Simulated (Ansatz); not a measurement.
# CH4BBr: the cost of one run

Method: PBE0-D4/def2-TZVP; program: Ansatz 0.2.0, Gaussian basis.

17 further runs of the same task are left out: 1 that didn't finish, 16 set aside as unsound or not needed.

### 1 Starting geometry

The first end: 7 atoms, charge 0, spin multiplicity 1.

Atoms are counted from 1 here; the program's logs count them from 0.

Bond lengths: B1–Br2 1.912 Å, B1–C3 1.546 Å, B1–H5 1.193 Å, C3–H4 1.097 Å, C3–H6 1.097 Å, C3–H7 1.089 Å. Angles: Br2–B1–C3 121.8°, Br2–B1–H5 115.0°, C3–B1–H5 123.1°, B1–C3–H4 109.0°, B1–C3–H6 109.0°, B1–C3–H7 115.3°, H4–C3–H6 104.8°, H4–C3–H7 109.1°, H6–C3–H7 109.1°.

Coordinates:

```mol
CH4BBr
  3D, bonds by distance, orders not assigned

  7  6  0  0  0  0  0  0  0  0999 V2000
    0.5064   -0.2402    0.5954 B   0  0
    2.1018   -1.1502    0.0642 Br  0  0
   -0.5281    0.2619   -0.4380 C   0  0
   -0.6682    1.3423   -0.3068 H   0  0
    0.3765   -0.0938    1.7718 H   0  0
   -1.5065   -0.1781   -0.2073 H   0  0
   -0.2819    0.0582   -1.4796 H   0  0
  1  2  8  0
  1  3  8  0
  1  5  8  0
  3  4  8  0
  3  6  8  0
  3  7  8  0
M  END
```

The second end:

```xyz
7
CH4BBr
B    -0.6065   -0.4724    1.0244
Br    2.5800    0.7748   -0.8171
C    -0.8519   -0.0679   -0.2695
H     1.2322    0.3856   -0.4361
H    -0.3680   -0.8102    2.1234
H    -1.1539    0.9467   -0.5154
H    -0.8318   -0.7567   -1.1098
```

### 2 The band at PBE0-D4/def2-TZVP

The input, neb/in.yaml:

```yaml
crystal:
  periodic: [false, false, false]
  atoms:
    - {symbol: B, position_ang: [0.506392, -0.240247, 0.595413]}
    - {symbol: Br, position_ang: [2.101820, -1.150174, 0.064220]}
    - {symbol: C, position_ang: [-0.528132, 0.261873, -0.438001]}
    - {symbol: H, position_ang: [-0.668187, 1.342270, -0.306766]}
    - {symbol: H, position_ang: [0.376526, -0.093770, 1.771849]}
    - {symbol: H, position_ang: [-1.506479, -0.178116, -0.207259]}
    - {symbol: H, position_ang: [-0.281939, 0.058163, -1.479556]}
basis:
  gaussian: {orbitals: def2-TZVP}
hamiltonian: {xc: pbe0, dispersion: d4}
neb:
  images: 4
  climbing: false
  max_iterations: 40
  initial_path: idpp
  final_atoms:
    - {symbol: B, position_ang: [-0.606531, -0.472358, 1.024429]}
    - {symbol: Br, position_ang: [2.579980, 0.774842, -0.817127]}
    - {symbol: C, position_ang: [-0.851897, -0.067854, -0.269530]}
    - {symbol: H, position_ang: [1.232187, 0.385600, -0.436136]}
    - {symbol: H, position_ang: [-0.368049, -0.810181, 2.123444]}
    - {symbol: H, position_ang: [-1.153883, 0.946688, -0.515409]}
    - {symbol: H, position_ang: [-0.831806, -0.756738, -1.109771]}
```

The run is started by

```bash
> ansatz run in.yaml --threads 2 --pin off --events-out ev --progress --plain --max-ram 4352MiB
```

**Question.** How long does this run take on 2 threads of Intel Xeon 6975P-C, shared host?

About 2.9 min.
